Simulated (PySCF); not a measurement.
# [Gd(NH3)3]3+: other functionals and bases at one geometry

One table from this session's results is given with a row withheld; the runs are named, their logs left out.

Computed with PySCF 2.14.0. Level: several levels, as the steps say, no spin–orbit coupling.

1 further run of the same task is left out (for a known fault of the program).

### The starting structure

13 atoms, charge 3, spin multiplicity 1.

Bond lengths: Gd1–N2 2.425 Å, Gd1–N6 2.425 Å, Gd1–N10 2.425 Å, N2–H3 1.037 Å, N2–H4 1.038 Å, N2–H5 1.037 Å, N6–H7 1.037 Å, N6–H8 1.038 Å, N6–H9 1.037 Å, N10–H11 1.037 Å, N10–H12 1.038 Å, N10–H13 1.037 Å. Angles: N2–Gd1–N6 110.3°, N2–Gd1–N10 110.3°, N6–Gd1–N10 110.3°, Gd1–N2–H3 116.4°, Gd1–N2–H4 114.9°, Gd1–N2–H5 115.8°, H3–N2–H4 102.6°, H3–N2–H5 102.7°, H4–N2–H5 102.6°, Gd1–N6–H7 116.4°, Gd1–N6–H8 114.9°, Gd1–N6–H9 115.8°, H7–N6–H8 102.6°, H7–N6–H9 102.7°, H8–N6–H9 102.6°, Gd1–N10–H11 116.4°, Gd1–N10–H12 114.9°, Gd1–N10–H13 115.8° and more.

Coordinates:

```
Gd    0.0000    0.0000   -0.7408
N     2.2979   -0.0008    0.0337
H     2.5124   -0.6164    0.8397
H     2.9961   -0.3021   -0.6725
H     2.6700    0.9162    0.3417
N    -1.1482    1.9904    0.0337
H    -0.7224    2.4840    0.8397
H    -1.2365    2.7458   -0.6725
H    -2.1285    1.8542    0.3417
N    -1.1496   -1.9896    0.0337
H    -1.7900   -1.8676    0.8397
H    -1.7597   -2.4437   -0.6725
H    -0.5415   -2.7704    0.3417
```

Formal oxidation states: Gd +3. Each metal's 7 4f electrons lie in its core potential, so multiplicities, spins and levels count the valence alone. An earlier session relaxed this geometry at PBE0, Gd lcecp-1-SVP with ECP53, N def2-SVP, H def2-SVP (singlet, point group C3).

At PBE0 on the finer grid: E = -204.232161 Eh, HOMO -24.54 eV, LUMO -16.38 eV, Mulliken charge on Gd1 +1.85 e, largest force component 0.010 eV/Å. 

Levels to run: TPSSh; PBE; PBE0, TZVP. Hardware: 2 threads of Arm Neoverse V2, shared host.

The first run:

run.py (the lines that set the calculation) reads:

```python
mol = gto.M(atom='''
Gd     0.00000     0.00000    -0.74077
N      2.29787    -0.00081     0.03366
H      2.51243    -0.61638     0.83974
H      2.99613    -0.30208    -0.67250
H      2.67004     0.91624     0.34167
N     -1.14823     1.99042     0.03366
H     -0.72241     2.48401     0.83974
H     -1.23646     2.74577    -0.67250
H     -2.12851     1.85420     0.34167
N     -1.14964    -1.98960     0.03366
H     -1.79001    -1.86763     0.83974
H     -1.75967    -2.44369    -0.67250
H     -0.54153    -2.77045     0.34167''',
    basis={'Gd': 'lcecp-1-SVP', 'N': 'def2-SVP', 'H': 'def2-SVP'},
    ecp={'Gd': 'lcecp-1-SVP'},
    charge=3, spin=0)
mf = dft.RKS(mol, xc='TPSSH')
mf.grids.atom_grid = (75, 302)  # f atoms: unpruned, at least (60, 302)
mf = mf.density_fit()  # fitting sets: Gd AutoAux, N def2-universal-JKFIT, H def2-universal-JKFIT
mf.conv_tol = 1e-08; mf.max_cycle = 55
mf.kernel(dm0)  # dm0: the density of the relaxed state
```

Run with:

```sh
OMP_NUM_THREADS=2 python run.py
```

Among the steps run: TPSSh; PBE; PBE0, TZVP.

One of the session's tables, all rows but one given; the rest of the session is left out.

| level | HOMO (eV) | gap (eV) | charge on Gd1 (e) | dipole (D) | largest force component (eV/Å) |
| --- | --- | --- | --- | --- | --- |
| PBE0 (relaxed here) | -24.54 | 8.16 | 1.85 | 2.63 | 0.01 |
| TPSSh | -23.72 | 6.99 | 1.83 | 2.64 | 0.13 |
| PBE | ? | ? | ? | ? | ? |
| PBE0, TZVP | -24.45 | 8.18 | 2.08 | 2.64 | 0.37 |

Estimate the missing values for PBE.

The run gave: HOMO (eV): -23.00; gap (eV): 5.69; charge on Gd1 (e): 1.71; dipole (D): 2.83; largest force component (eV/Å): 0.36. In the column «HOMO (eV)» it is the highest.

The dipole of a charged species depends on the origin, so these sizes hold for this origin alone.

In one basis the HOMO–LUMO gap runs from 5.69 eV (PBE) to 8.16 eV (PBE0). The largest leftover force, 0.37 eV/Å with PBE0, TZVP, stands at a geometry relaxed at another level. With 4f in the core, its levels are missing from HOMO and gap, and its count is fixed, so no charge can pass from the ligands into it. Total energies of different levels can't be compared.
